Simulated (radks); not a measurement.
# Si¹⁰⁺ in [He] 3d2: an all-electron calculation

An exercise on one series of results from a longer session: the logs are not shown, and one member is left open.

The numbers are computed with radks (a radial shooting solver on a logarithmic mesh, Libxc functionals) version 1 (scalar-relativistic Kohn-Sham, r2SCAN, spin-unpolarised, spherical densities, finite nucleus), except any that are marked as measured or tabulated.

**What is computed**

- element: silicon (Z = 14)
- charge: +10
- electrons: 4
- configuration: [He] 3d2
- nuclear rms radius: 3.1224 fm

The outer shells:

Si¹⁰⁺
```
[He] core
3d [↑ ][↑ ][  ][  ][  ]
```

Set-up of the first run:

Settings of this run:

```text
Z 14
configuration [He] 3d2 2s0 2p0 4d0 4f0
relativity scalar-relativistic
functional r2scan,r2scan
spin unpolarised
nucleus finite rms 3.1224 fm
c 137.035999084
```

One of the session's tables, all rows but one given; the rest of the session is left out.

It belongs to the step «Radial structure». From the orbitals of this run (lengths in bohr):

| level | <r> | outermost maximum (interpolated) | 90 % within |
| --- | --- | --- | --- |
| 1s | 0.1098 | 0.0723 | 0.196 |
| 2s | 0.4731 | 0.405 | 0.723 |
| 2p | 0.4080 | 0.324 | 0.658 |
| 3d | ? | ? | ? |
| 4d | 1.884 | 1.88 | 2.72 |
| 4f | 1.628 | 1.44 | 2.36 |

Q: Estimate the row for 3d from the others.

As computed: <r>: 0.9128; outermost maximum (interpolated): 0.777; 90 % within: 1.38. In the column «<r>» it lies between 2s (0.4731) and 4f (1.628).
